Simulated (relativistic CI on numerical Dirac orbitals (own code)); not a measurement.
# Hg³⁺: 5p photoemission multiplets

Aim: the 5p photoemission spectrum of Hg³⁺ in 4 surroundings, from the same atomic integrals.

The numbers are computed with relativistic CI on numerical Dirac orbitals (own code) version 1 (Dirac-Coulomb-Breit CI, KLI orbitals optimised for each configuration, model QED (radiative potential, 1s self-energy scaled to tabulated hydrogen-like ionisation energies), valence Slater integrals scaled by 0.9, multiplet model of photoemission in the sudden approximation), except any that are marked as measured or tabulated.

## (1) The system

| Quantity | Value |
| --- | --- |
| ion | Hg³⁺ (Hg IV) |
| nuclear charge | 80 |
| electrons | 77 |
| configurations | [Xe] 4f14 5d9 → [Kr] 4d10 4f14 5s2 5p5 5d9 |
| temperature | 300 K |
| widths | Lorentz 1.05 eV, Gauss 0.6 eV |
| surrounding 1 | free ion |
| surrounding 2 | Oh, 10Dq = 7000 cm⁻¹ |
| surrounding 3 | Oh, 10Dq = 19350 cm⁻¹ |
| surrounding 4 | Oh, 10Dq = 31700 cm⁻¹ |

## (2) Surrounding 1: free ion

Settings of the run:

```ini
atom Hg  Z=80  charge=3  electrons=77
nucleus A=202  rms_radius_fm=5.4648
hamiltonian dirac-coulomb  breit=on  qed=on  c_scale=1
orbitals kli  potential=per-configuration
slater_scale 0.9
correlation none
mixing on
configurations
  [Xe] 4f14 5d9
  [Kr] 4d10 4f14 5s2 5p5 5d9
end
photoemission 5p T=300 lorentz=1.05 gauss=0.6
crystal_field free
```

From the run's result record (rounded, not every field):

```text
{
  "status": "converged",
  "curve, one point in 3 above 2 % of the maximum [energy, intensity] [eV; 1/eV]": [
    [100.6, 0.002981],
    [101.2, 0.003752],
    [101.8, 0.004899],
    [102.4, 0.00673],
    [103, 0.009964],
    [103.6, 0.0166],
    [104.2, 0.03383],
    [104.8, 0.08629],
    [105.4, 0.1405],
    [106, 0.09466],
    [106.6, 0.08778],
    [107.2, 0.06514],
    [107.8, 0.04649],
    [108.4, 0.06364],
    [109, 0.05239],
    [109.6, 0.03497],
    [110.2, 0.04264],
    [110.8, 0.03565],
    [111.4, 0.03175],
    [112, 0.05928],
    [112.6, 0.07923],
    [113.2, 0.03949],
    [113.8, 0.0165],
    [114.4, 0.008962],
    [115, 0.005856],
    [115.6, 0.004275],
    [116.2, 0.003357],
    [123, 0.00294],
    [123.6, 0.003663],
    [124.2, 0.004864],
    [124.8, 0.007052],
    [125.4, 0.01169],
    [126, 0.02417],
    [126.6, 0.05943],
    [127.2, 0.07987],
    [127.8, 0.05954],
    [128.4, 0.08904],
    [129, 0.09003],
    [129.6, 0.0379],
    [130.2, 0.01639],
    [130.8, 0.009213],
    [131.4, 0.006254],
    [132, 0.004363],
    [132.6, 0.003125]
  ],
  "sticks, the strongest [energy, strength] [eV, share]": [
    [105.34, 0.25],
    [106.76, 0.1174],
    [108.59, 0.0999],
    [110.31, 0.02176],
    [110.38, 0.03532],
    [112.42, 0.1044],
    [112.62, 0.04697],
    [126.33, 0.0003223],
    [127.02, 0.1383],
    [128.74, 0.1846],
    [131.49, 0.001042]
  ],
  "centroid [eV]": 114.548,
  "spread [eV]": 9.62152,
  "peak [eV]": 105.4,
  "ground_S": 0.5,
  "radial 5p5 5d9 [Ha, bohr]": {"<r^-3>(5p)": 214.14, "<r^1>(5p)": 1.0216, "<r^2>(5p)": 1.1773, "<r^4>(5p)": 2.062, "zeta(5p)": 0.45146, "<r^-3>(5d)": 19.72, "<r^1>(5d)": 1.3286, "<r^2>(5d)": 2.0224, "<r^4>(5d)": 6.5552, "F2(5p,5d)": 0.383, "G1(5p,5d)": 0.46289, "G3(5p,5d)": 0.28886, "zeta(5d)": 0.030541}
}
```

Run time: 0.22 s. Hardware: 1 thread, shared host.

## (3) Surrounding 2: Oh, 10Dq = 7000

The settings differ from step 2 so:

```diff
@@ -12,2 +12,2 @@
 photoemission 5p T=300 lorentz=1.05 gauss=0.6
-crystal_field free
+crystal_field Oh 10Dq=7000
```

Result record:

```text
{
  "status": "converged",
  "curve, one point in 5 above 2 % of the maximum [energy, intensity] [eV; 1/eV]": [
    [100.8, 0.003116],
    [101.8, 0.004698],
    [102.8, 0.008091],
    [103.8, 0.01804],
    [104.8, 0.06995],
    [105.8, 0.1374],
    [106.8, 0.0875],
    [107.8, 0.04747],
    [108.8, 0.05489],
    [109.8, 0.0318],
    [110.8, 0.04464],
    [111.8, 0.04746],
    [112.8, 0.06126],
    [113.8, 0.0192],
    [114.8, 0.007006],
    [115.8, 0.004007],
    [123, 0.003122],
    [124, 0.004876],
    [125, 0.01025],
    [126, 0.03676],
    [127, 0.06319],
    [128, 0.06273],
    [129, 0.08626],
    [130, 0.02381],
    [131, 0.008216],
    [132, 0.004671]
  ],
  "sticks, the strongest [energy, strength] [eV, share]": [
    [105.47, 0.1073],
    [105.53, 0.06398],
    [105.72, 0.05536],
    [106.77, 0.1006],
    [112.27, 0.0797],
    [127.32, 0.04914],
    [128.77, 0.1188],
    [129.12, 0.04577]
  ],
  "centroid [eV]": 114.557,
  "spread [eV]": 9.58792,
  "peak [eV]": 105.6,
  "ground_S": 0.5
}
```

Wall time 0.22 s (1 thread, shared host).

## (4) Surrounding 3: Oh, 10Dq = 19350

The settings differ from step 3 so:

```diff
@@ -12,2 +12,2 @@
 photoemission 5p T=300 lorentz=1.05 gauss=0.6
-crystal_field Oh 10Dq=7000
+crystal_field Oh 10Dq=19350
```

Result record:

```text
{
  "status": "converged",
  "curve, one point in 6 above 2 % of the maximum [energy, intensity] [eV; 1/eV]": [
    [101.2, 0.00335],
    [102.4, 0.00563],
    [103.6, 0.01189],
    [104.8, 0.04372],
    [106, 0.156],
    [107.2, 0.08933],
    [108.4, 0.04405],
    [109.6, 0.03484],
    [110.8, 0.03779],
    [112, 0.06036],
    [113.2, 0.02729],
    [114.4, 0.01728],
    [115.6, 0.00542],
    [122.8, 0.003311],
    [124, 0.006038],
    [125.2, 0.01907],
    [126.4, 0.08016],
    [127.6, 0.03353],
    [128.8, 0.08375],
    [130, 0.02907],
    [131.2, 0.009091],
    [132.4, 0.004054]
  ],
  "sticks, the strongest [energy, strength] [eV, share]": [
    [105.78, 0.111],
    [105.94, 0.06911],
    [106.37, 0.08433],
    [106.95, 0.09978],
    [111.47, 0.07212],
    [126.26, 0.06793],
    [126.51, 0.08246],
    [128.86, 0.1201]
  ],
  "centroid [eV]": 114.58,
  "spread [eV]": 9.49327,
  "peak [eV]": 106.0,
  "ground_S": 0.5
}
```

Wall time 0.22 s (1 thread, shared host).

## (5) Surrounding 4: Oh, 10Dq = 31700

The settings differ from step 4 so:

```diff
@@ -12,2 +12,2 @@
 photoemission 5p T=300 lorentz=1.05 gauss=0.6
-crystal_field Oh 10Dq=19350
+crystal_field Oh 10Dq=31700
```

Result record:

```text
{
  "status": "converged",
  "curve, one point in 6 above 2 % of the maximum [energy, intensity] [eV; 1/eV]": [
    [101.4, 0.003401],
    [102.6, 0.005688],
    [103.8, 0.01184],
    [105, 0.04174],
    [106.2, 0.1607],
    [107.4, 0.1102],
    [108.6, 0.03619],
    [109.8, 0.02387],
    [111, 0.04342],
    [112.2, 0.05894],
    [113.4, 0.02018],
    [114.6, 0.01493],
    [115.8, 0.009357],
    [117, 0.003616],
    [123.6, 0.005095],
    [124.8, 0.01314],
    [126, 0.06986],
    [127.2, 0.04608],
    [128.4, 0.04727],
    [129.6, 0.04067],
    [130.8, 0.01362],
    [132, 0.008285]
  ],
  "sticks, the strongest [energy, strength] [eV, share]": [
    [106.04, 0.1148],
    [106.26, 0.07346],
    [106.75, 0.1095],
    [107.22, 0.09998],
    [112.07, 0.08273],
    [126.2, 0.07605],
    [126.57, 0.1011],
    [128.94, 0.121]
  ],
  "centroid [eV]": 114.595,
  "spread [eV]": 9.43222,
  "peak [eV]": 106.4,
  "ground_S": 0.5
}
```

It took 0.22 s on 1 thread, shared host.

## (6) The spectra side by side

| surrounding | ground S | centroid (eV) | spread (eV) | up to four highest peaks (% of the highest), eV |
| --- | --- | --- | --- | --- |
| 1: free | 0.50 | 114.55 | 9.62 | 105.4 (100), 106.6 (62), 127.0 (58), 128.8 (72) |
| 2: Oh | 0.50 | 114.56 | 9.59 | 105.6 (100), 112.4 (46), 127.4 (47), 128.8 (61) |
| 3: Oh | 0.50 | 114.58 | 9.49 | 106.0 (100), 111.6 (41), 126.4 (51), 128.8 (54) |
| 4: Oh | 0.50 | 114.59 | 9.43 | 106.4 (100), 112.0 (38), 126.4 (55), 129.0 (42) |

## (7) Summary of results

| quantity | value |
| --- | --- |
| highest peak, first run | 105.4 eV |
| ground spin (effective S from ⟨S²⟩) | 0.50 |

The position of the maximum differs by up to 1.0 eV between the surroundings, by shifts of peaks or by peaks exchanging rank. Energies are those of the free ion without screening by ligands; binding energies in solids differ by tens of eV.
